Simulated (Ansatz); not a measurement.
# CH₆O₃Si: a ladder of functionals and wavefunction methods

The task here is to estimate one member of a computed series from the others.

Method: functionals in def2-TZVPP, the program's frozen cores in correlated methods; program: Ansatz 0.2.0, Gaussian basis.

Levels to be run: PBE-D4, r2SCAN-D4, PBE0-D4, B3LYP-D4, ωB97X-V, ωB97M-V, B2PLYP; CCSD(T)/def2-TZVPP; MP2/def2-QZVPP; extrapolation to the limit.

**The geometry**

All runs share one geometry, relaxed beforehand with PBE0-D4 in a triple-zeta def2 set.

SMILES `OC(O)O[SiH3]`, 11 atoms, charge 0, spin multiplicity 1.

Atoms are counted from 1 here; the program's logs count them from 0.

Bond lengths: O1–C2 1.376 Å, O1–H6 0.965 Å, C2–O3 1.385 Å, C2–O4 1.400 Å, C2–H7 1.098 Å, O3–H8 0.962 Å, O4–Si5 1.659 Å, Si5–H9 1.486 Å, Si5–H10 1.484 Å, Si5–H11 1.481 Å. Angles: C2–O1–H6 107.1°, O1–C2–O3 109.0°, O1–C2–O4 112.8°, O1–C2–H7 106.2°, O3–C2–O4 107.8°, O3–C2–H7 111.9°, O4–C2–H7 109.1°, C2–O3–H8 107.4°, C2–O4–Si5 122.1°, O4–Si5–H9 110.5°, O4–Si5–H10 112.0°, O4–Si5–H11 104.7°, H9–Si5–H10 109.5°, H9–Si5–H11 110.5°, H10–Si5–H11 109.6°.

The first run:

File in.yaml:

```yaml
crystal:
  periodic: [false, false, false]
  atoms:
    - {symbol: O, position_ang: [-1.371123, 0.727813, 0.468613]}
    - {symbol: C, position_ang: [-0.603015, -0.375380, 0.764787]}
    - {symbol: O, position_ang: [-1.412927, -1.498517, 0.776007]}
    - {symbol: O, position_ang: [0.417465, -0.592132, -0.168200]}
    - {symbol: Si, position_ang: [1.299648, 0.654405, -0.817398]}
    - {symbol: H, position_ang: [-1.983689, 0.467528, -0.230635]}
    - {symbol: H, position_ang: [-0.156213, -0.182026, 1.748539]}
    - {symbol: H, position_ang: [-0.866294, -2.249214, 0.524890]}
    - {symbol: H, position_ang: [1.758899, 1.579000, 0.250970]}
    - {symbol: H, position_ang: [0.525269, 1.414001, -1.829622]}
    - {symbol: H, position_ang: [2.457278, -0.002579, -1.467351]}
basis:
  gaussian: {orbitals: def2-TZVPP}
hamiltonian: {xc: pbe, dispersion: d4}
output: {forces: true, orbitals: {seedname: orbitals}}
```

Run with:

```bash
$ ansatz run in.yaml --threads 4 --pin off --events-out ev --progress --plain --max-ram 10444MiB
```

Steps of the session up to this table: PBE-D4 (GGA); r2SCAN-D4 (meta-GGA); PBE0-D4 (hybrid); B3LYP-D4 (hybrid); ωB97X-V (range-separated); ωB97M-V (range-separated); B2PLYP (double hybrid); CCSD(T) in def2-TZVPP; MP2 in def2-QZVPP.

One table of the session follows, with a row left open; its other results are not shown here.

| method | atomisation energy (kJ/mol) |
| --- | --- |
| PBE-D4 | 4090.3 |
| r2SCAN-D4 | ? |
| PBE0-D4 | 3990.9 |
| B3LYP-D4 | 4006.1 |
| ωB97X-V | 4039.1 |
| ωB97M-V | 4038.7 |
| B2PLYP | 3972.8 |
| HF/def2-TZVPP | 2796.3 |
| MP2/def2-TZVPP | 4006.4 |
| CCSD/def2-TZVPP | 3856.1 |
| CCSD(T)/def2-TZVPP | 3920.3 |
| MP2/CBS | 4125.3 |
| CCSD(T)/CBS | 4039.2 |

Estimate the missing values for r2SCAN-D4.

**Answer.** atomisation energy (kJ/mol): 4027.2. In the column «atomisation energy (kJ/mol)» it lies between MP2/def2-TZVPP (4006.4) and ωB97M-V (4038.7).
